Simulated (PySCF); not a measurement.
# Cl4Ta (Ta(Cl)4+): the cost of one run

Program: PySCF 2.14.0. Level of theory: PBE0, Ta def2-SVP with ECP60, Cl def2-SVP; scalar-relativistic core potentials, no spin–orbit coupling. These are calculated values, not measurements.

3 further runs of the same task are left out: 2 for a known fault of the program, 1 that didn't finish.

## (1) Where the work starts

5 atoms, charge 1, spin multiplicity 1.

Bond lengths: Ta1–Cl2 2.220 Å, Ta1–Cl3 2.220 Å, Ta1–Cl4 2.220 Å, Ta1–Cl5 2.220 Å. Angles: Cl2–Ta1–Cl3 109.5°, Cl2–Ta1–Cl4 109.5°, Cl2–Ta1–Cl5 109.5°, Cl3–Ta1–Cl4 109.5°, Cl3–Ta1–Cl5 109.5°, Cl4–Ta1–Cl5 109.5°.

Geometry (Å):

```xyz
5

Ta    0.00000    0.00000    0.00000
Cl    1.28174    1.28174    1.28174
Cl   -1.28174   -1.28174    1.28174
Cl    1.28174   -1.28174   -1.28174
Cl   -1.28174    1.28174   -1.28174
```

Formal oxidation states: Ta +5. An earlier session relaxed this geometry at PBE0, Ta def2-SVP with ECP60, Cl def2-SVP (singlet, point group Td).

Its energy there is -1896.590445 Eh.

## (2) Atoms moved at random, σ = 0.06 Å

The input, run.py (the lines that set the calculation):

```python
mol = gto.M(atom='''
Ta    -0.07408    -0.05310     0.04438
Cl     1.22157     1.26448     1.36275
Cl    -1.20953    -1.25517     1.26777
Cl     1.36972    -1.22797    -1.36068
Cl    -1.30768     1.27176    -1.31422''',
    basis={'Ta': 'def2-SVP', 'Cl': 'def2-SVP'},
    ecp={'Ta': 'def2-SVP'},
    charge=1, spin=0)
mf = dft.RKS(mol, xc='PBE0')
mf.grids.atom_grid = (50, 194)
mf = mf.density_fit()  # fitting sets: Ta def2-universal-JKFIT, Cl def2-universal-JKFIT
mf.conv_tol = 1e-08; mf.max_cycle = 55
mf.kernel(dm0)  # dm0: the density of the relaxed state
```

Launch:

```sh
OMP_NUM_THREADS=2 python run.py
```

**Question.** How long does this run take on 2 threads of Arm Neoverse V2, shared host?

About 4.6 s.
